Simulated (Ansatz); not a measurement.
# CH6AlNSi: one species, many methods

An exercise on one series of results from a longer session: the logs are not shown, and one member is left open.

Program: Ansatz 0.2.0, Gaussian basis. Level of theory: functionals in def2-TZVPP, the program's frozen cores in correlated methods. These are calculated values, not measurements.

The runs, in order: LDA (SPW92), PBE-D4, revPBE-D4, BLYP-D4, r2SCAN-D4, B97M-V, PBE0-D4, B3LYP-D4, r2SCANh-D4, r2SCAN0-D4, HSE06-D4, BHLYP-D4, CAM-B3LYP-D4, LC-ωPBE, ωB97X-V, ωB97M-V, B2PLYP, PBE-QIDH; CCSD(T)/def2-SVP; CCSD(T)/def2-TZVPP; MP2/def2-QZVPP; extrapolation to the limit; RPA on PBE.

## The relaxed structure

All runs share one geometry, relaxed beforehand with PBE0-D4 in a triple-zeta def2 set.

SMILES `[SiH3][N]1[CH2][AlH]1`, 10 atoms, charge 0, spin multiplicity 1.

Atoms are counted from 1 here; the program's logs count them from 0.

Bond lengths: Si1–N2 1.707 Å, Si1–H5 1.493 Å, Si1–H6 1.493 Å, Si1–H7 1.488 Å, N2–C3 1.531 Å, N2–Al4 1.743 Å, C3–Al4 1.901 Å, C3–H8 1.092 Å, C3–H9 1.092 Å, Al4–H10 1.568 Å. Angles: N2–Si1–H5 111.7°, N2–Si1–H6 111.6°, N2–Si1–H7 109.0°, H5–Si1–H6 106.8°, H5–Si1–H7 108.9°, H6–Si1–H7 108.9°, Si1–N2–C3 123.6°, Si1–N2–Al4 165.7°, C3–N2–Al4 70.7°, N2–C3–Al4 59.9°, N2–C3–H8 114.1°, N2–C3–H9 114.1°, Al4–C3–H8 123.1°, Al4–C3–H9 123.1°, H8–C3–H9 110.8°, N2–Al4–C3 49.5°, N2–Al4–H10 144.6°, C3–Al4–H10 166.0°.

The first run:

in.yaml

```yaml
crystal:
  periodic: [false, false, false]
  atoms:
    - {symbol: Si, position_ang: [-1.064219, 1.047912, -0.438145]}
    - {symbol: N, position_ang: [0.304460, 0.066288, -0.157963]}
    - {symbol: C, position_ang: [0.301821, -1.145039, 0.778901]}
    - {symbol: Al, position_ang: [1.888020, -0.661136, -0.150978]}
    - {symbol: H, position_ang: [-2.199335, 0.261460, -1.005691]}
    - {symbol: H, position_ang: [-1.561421, 1.672548, 0.823486]}
    - {symbol: H, position_ang: [-0.698869, 2.125614, -1.397159]}
    - {symbol: H, position_ang: [0.126202, -0.897383, 1.827477]}
    - {symbol: H, position_ang: [-0.354055, -1.956211, 0.457143]}
    - {symbol: H, position_ang: [3.340596, -0.565250, -0.734172]}
basis:
  gaussian: {orbitals: def2-TZVPP}
hamiltonian: {xc: lda}
output: {orbitals: {seedname: orbitals}}
```

The run is started by

```console
$ ansatz run in.yaml --threads 2 --pin off --events-out ev --progress --plain --max-ram 4352MiB
```

Steps of the session up to this table: LDA; PBE-D4 (GGA); revPBE-D4 (GGA); BLYP-D4 (GGA); r2SCAN-D4 (meta-GGA); B97M-V (meta-GGA); B3LYP-D4 (hybrid); r2SCANh-D4 (hybrid); r2SCAN0-D4 (hybrid); HSE06-D4 (hybrid); BHLYP-D4 (hybrid); CAM-B3LYP-D4 (range-separated); LC-ωPBE (range-separated); ωB97X-V (range-separated); ωB97M-V (range-separated); B2PLYP (double hybrid); PBE-QIDH (double hybrid).

One of the session's tables, all rows but one given; the rest of the session is left out.

It belongs to the step «Frontier levels by functional». 

```
  functional  HOMO (eV)  gap (eV)
 LDA (SPW92)      -5.74      3.67
      PBE-D4          ?         ?
   revPBE-D4      -5.58      3.81
     BLYP-D4      -5.49      3.74
   r2SCAN-D4      -5.83      4.32
      B97M-V      -5.95      4.20
     PBE0-D4      -6.83      5.73
    B3LYP-D4      -6.61      5.30
  r2SCANh-D4      -6.29      5.03
  r2SCAN0-D4      -6.99      6.09
    HSE06-D4      -6.43      4.97
    BHLYP-D4      -7.97      7.60
CAM-B3LYP-D4      -8.16      7.96
     LC-ωPBE      -9.50     10.39
     ωB97X-V      -9.17      9.93
     ωB97M-V      -9.09      9.55
```

Q: Estimate the row for PBE-D4 from the others.

As computed: HOMO (eV): -5.63; gap (eV): 3.77. In the column «HOMO (eV)» it lies between LDA (SPW92) (-5.74) and revPBE-D4 (-5.58).
